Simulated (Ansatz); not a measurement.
# CH9GaSeSi2Te: taking an electron away

How much energy removes an electron from CH9GaSeSi2Te at fixed geometry? The cation is run at each level and the neutral's energy taken from earlier runs.

Computed with Ansatz 0.2.0, Gaussian basis. Level: unrestricted cation, the program's frozen cores in correlated methods.

Levels to be run: UKS PBE-D4/def2-TZVPP; UKS r2SCAN-D4/def2-TZVPP; UKS PBE0-D4/def2-TZVPP; UKS B3LYP-D4/def2-TZVPP; UKS wB97X-V/def2-TZVPP; UKS wB97M-V/def2-TZVPP; UKS B2PLYP/def2-TZVPP; UHF-CCSD(T)/def2-TZVPP; UHF-MP2/def2-QZVPP; extrapolation to the limit; then −ε(HOMO) from the neutral's earlier runs with LDA (SPW92), PBE-D4, revPBE-D4, BLYP-D4, r2SCAN-D4, B97M-V, PBE0-D4, B3LYP-D4, r2SCANh-D4, r2SCAN0-D4, HSE06-D4, BHLYP-D4, CAM-B3LYP-D4, LC-ωPBE, ωB97X-V, ωB97M-V.

2 further runs of the same task are left out: 2 for a known fault of the program.

**1. The relaxed structure**

The geometry comes from an earlier relaxation with PBE0-D4 in a triple-zeta def2 set; it is a stationary point, not always the lowest conformer. Te takes the def2 core potential; no spin-orbit term is included.

SMILES `C[SiH2][Se][SiH]([GaH2])[TeH]`, 15 atoms, charge 0, spin multiplicity 1.

Atoms are counted from 1 here; the program's logs count them from 0.

Bond lengths: C1–Si2 1.862 Å, C1–H7 1.092 Å, C1–H8 1.094 Å, C1–H9 1.092 Å, Si2–Se3 2.293 Å, Si2–H10 1.485 Å, Si2–H11 1.486 Å, Se3–Si4 2.263 Å, Si4–Ga5 2.371 Å, Si4–Te6 2.624 Å, Si4–H12 1.487 Å, Ga5–H13 1.561 Å, Ga5–H14 1.562 Å, Te6–H15 1.657 Å. Angles: Si2–C1–H7 110.8°, Si2–C1–H8 109.8°, Si2–C1–H9 110.7°, H7–C1–H8 107.9°, H7–C1–H9 108.9°, H8–C1–H9 108.5°, C1–Si2–Se3 112.5°, C1–Si2–H10 111.2°, C1–Si2–H11 110.9°, Se3–Si2–H10 108.7°, Se3–Si2–H11 103.6°, H10–Si2–H11 109.6°, Si2–Se3–Si4 96.1°, Se3–Si4–Ga5 131.8°, Se3–Si4–Te6 113.4°, Se3–Si4–H12 107.0°, Ga5–Si4–Te6 71.6°, Ga5–Si4–H12 119.7° and more.

Coordinates:

```xyz
15
charge 0, multiplicity 1
C    -0.52678   -2.02011   -0.14667
Si    1.23378   -1.49175   -0.44681
Se    2.06056   -0.18514    1.24701
Si    0.94721    1.69718    0.66638
Ga   -0.76263    2.09416   -0.92813
Te   -1.32392    1.99898    1.94503
H    -1.20078   -1.16219   -0.18112
H    -0.84003   -2.72560   -0.92156
H    -0.62282   -2.50728    0.82563
H     1.36020   -0.74930   -1.72663
H     2.14450   -2.66595   -0.45979
H     1.70552    2.84418    1.23297
H    -1.55502    0.88560   -1.51793
H    -0.93982    3.59328   -1.33042
H    -1.67996    0.39392    1.74203
```

**2. Cation, UKS PBE-D4/def2-TZVPP**

in.yaml reads:

```yaml
crystal:
  periodic: [false, false, false]
  atoms:
    - {symbol: C, position_ang: [-0.526777, -2.020106, -0.146669]}
    - {symbol: Si, position_ang: [1.233782, -1.491749, -0.446806]}
    - {symbol: Se, position_ang: [2.060556, -0.185140, 1.247008]}
    - {symbol: Si, position_ang: [0.947206, 1.697180, 0.666379]}
    - {symbol: Ga, position_ang: [-0.762635, 2.094162, -0.928129]}
    - {symbol: Te, position_ang: [-1.323920, 1.998979, 1.945031]}
    - {symbol: H, position_ang: [-1.200784, -1.162192, -0.181119]}
    - {symbol: H, position_ang: [-0.840034, -2.725601, -0.921560]}
    - {symbol: H, position_ang: [-0.622816, -2.507284, 0.825629]}
    - {symbol: H, position_ang: [1.360204, -0.749302, -1.726629]}
    - {symbol: H, position_ang: [2.144498, -2.665946, -0.459788]}
    - {symbol: H, position_ang: [1.705523, 2.844185, 1.232971]}
    - {symbol: H, position_ang: [-1.555022, 0.885605, -1.517926]}
    - {symbol: H, position_ang: [-0.939823, 3.593277, -1.330425]}
    - {symbol: H, position_ang: [-1.679959, 0.393923, 1.742034]}
basis:
  gaussian: {orbitals: def2-TZVPP}
total_charge: 1
magnetization: {spin_polarized: true, initial_magnetization: 1}
hamiltonian: {xc: pbe, dispersion: d4}
```

Run with:

```console
$ ansatz run in.yaml --threads 4 --pin off --events-out ev --progress --plain --max-ram 66560MiB --backend cuda --devices 0, --max-vram 37GiB
```

After this run come: Cation, UKS r2SCAN-D4/def2-TZVPP; Cation, UKS PBE0-D4/def2-TZVPP; Cation, UKS B3LYP-D4/def2-TZVPP; Cation, UKS wB97X-V/def2-TZVPP; Cation, UKS wB97M-V/def2-TZVPP; Cation, UKS B2PLYP (frozen core)/def2-TZVPP; Cation, UHF-CCSD(T)/def2-TZVPP; Cation, UHF-MP2/def2-QZVPP.

Before running them: what should the planned runs give, taken together? Wanted: ionisation energy, CCSD(T)/CBS; nearest functional by difference; nearest −ε(HOMO); −ε(HOMO) of PBE; T1 of the cation.

The runs gave:

| quantity | value |
| --- | --- |
| ionisation energy, CCSD(T)/CBS | 8.48 eV |
| nearest functional by difference | ωB97X-V (-0.09 eV) |
| nearest −ε(HOMO) | ωB97M-V (+0.06 eV) |
| −ε(HOMO) of PBE | 5.73 eV |
| T1 of the cation | 0.020 |

What this shows: By cation minus neutral, the functionals miss by 0.46 eV at most. The PBE orbital energy is 2.7 eV too small: a semilocal HOMO is no ionisation energy. Among orbital estimates ωB97M-V comes nearest. Hartree-Fock falls 0.84 eV short, as the neutral has more correlation energy than the cation. Correlated methods include outer-core shells of Ga, Se, Te, which these sets cover unevenly. With outer-core shells in play the reference is unsure by up to some tenths of an eV, so close misses can't be ranked.
